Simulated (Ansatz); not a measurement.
**BFH₄SSi: basis-set convergence**

Aim: see how fast density functionals converge with the basis set for BFH₄SSi.

Computed with Ansatz 0.2.0, Gaussian basis. Level: one geometry, several basis sets.

Plan: PBE0-D4/def2-SVP; ωB97M-V/def2-SVP; PBE0-D4/def2-QZVPP; ωB97M-V/def2-QZVPP; the functionals' def2-TZVPP values are taken from earlier runs.

## 1. The relaxed structure

All runs share one geometry, relaxed beforehand with PBE0-D4 in a triple-zeta def2 set.

8 atoms, charge 0, spin multiplicity 1.

Atoms are counted from 1 here; the program's logs count them from 0.

Bond lengths: F1–B2 1.323 Å, B2–Si3 2.029 Å, B2–H5 1.202 Å, Si3–S4 2.154 Å, Si3–H6 1.488 Å, Si3–H7 1.485 Å, S4–H8 1.344 Å. Angles: F1–B2–Si3 119.8°, F1–B2–H5 116.6°, Si3–B2–H5 123.4°, B2–Si3–S4 104.1°, B2–Si3–H6 114.9°, B2–Si3–H7 112.4°, S4–Si3–H6 111.4°, S4–Si3–H7 104.0°, H6–Si3–H7 109.5°, Si3–S4–H8 94.7°.

## 2. PBE0-D4 in def2-SVP

File in.yaml:

```yaml
crystal:
  periodic: [false, false, false]
  atoms:
    - {symbol: F, position_ang: [-1.805329, -1.184295, 0.587427]}
    - {symbol: B, position_ang: [-0.798850, -0.443444, 1.020844]}
    - {symbol: Si, position_ang: [0.183159, 0.777747, -0.268668]}
    - {symbol: S, position_ang: [1.779823, -0.447246, -1.036297]}
    - {symbol: H, position_ang: [-0.459922, -0.610971, 2.161712]}
    - {symbol: H, position_ang: [-0.653759, 1.330183, -1.368256]}
    - {symbol: H, position_ang: [0.884572, 1.887049, 0.426232]}
    - {symbol: H, position_ang: [0.962505, -1.366124, -1.578795]}
basis:
  gaussian: {orbitals: def2-SVP}
hamiltonian: {xc: pbe0, dispersion: d4}
output: {orbitals: {seedname: orbitals}}
```

Command:

```bash
$ ansatz run in.yaml --threads 2 --pin off --events-out ev --progress --plain --max-ram 4352MiB
```

The runs that follow: ωB97M-V in def2-SVP; PBE0-D4 in def2-QZVPP; ωB97M-V in def2-QZVPP.

Before running them: what should the planned runs give, taken together? Wanted: PBE0-D4: double and triple zeta above quadruple; ωB97M-V: double and triple zeta above quadruple.

As calculated:

```
                                       quantity           value
PBE0-D4: double and triple zeta above quadruple  11.47, 0.78 eV
ωB97M-V: double and triple zeta above quadruple  11.54, 0.74 eV
```

In words: PBE0-D4 gains 10.69 eV from double to triple zeta, then 0.78 eV more. Total energies overstate the basis error of differences, where much of it tends to cancel.
